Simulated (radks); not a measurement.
# Fe²⁺ in [Ar] 3d6: an all-electron calculation

One table from this session's results is given with a row withheld; the runs are named, their logs left out.

The numbers are computed with radks (a radial shooting solver on a logarithmic mesh, Libxc functionals) version 1 (Dirac Kohn-Sham, LDA (Slater exchange, Perdew-Wang correlation), spin-unpolarised, spherical densities, finite nucleus; open shells fill j = l - 1/2 first), except any that are marked as measured or tabulated.

**Starting point**

- element: iron (Z = 26)
- charge: +2
- electrons: 24
- configuration: [Ar] 3d6
- nuclear rms radius: 3.7377 fm

Set-up of the first run:

Input:

```text
Z 26
configuration [Ar] 3d6
relativity Dirac
functional lda,pw
spin unpolarised
j_filling energy
nucleus finite rms 3.7377 fm
c 137.035999084
```

Run with:

```console
python run_ks.py task.json out
```

All runs below come from this command, one after another.

One table of the session follows, with a row left open; its other results are not shown here.

It belongs to the step «Radial structure». Radial moments (bohr):

```
level      <r>  outermost maximum (interpolated)  90 % within  nodes
1s1/2  0.05855                            0.0383        0.105      0
2s1/2   0.2674                             0.223        0.415      1
2p1/2   0.2337                             0.178        0.384      0
2p3/2   0.2367                             0.181        0.388      0
3s1/2   0.8129                             0.702         1.22      2
3p1/2   0.8526                             0.708         1.32      1
3p3/2        ?                                 ?            ?      ?
3d3/2    1.077                             0.706         1.86      0
3d5/2    1.082                             0.709         1.87      0
```

Estimate the missing values for 3p3/2.

The run gave: <r>: 0.8621; outermost maximum (interpolated): 0.716; 90 % within: 1.33; nodes: 1. In the column «<r>» it lies between 3p1/2 (0.8526) and 3d3/2 (1.077).

To keep in mind: Spin polarisation and multiplet splitting are left out.
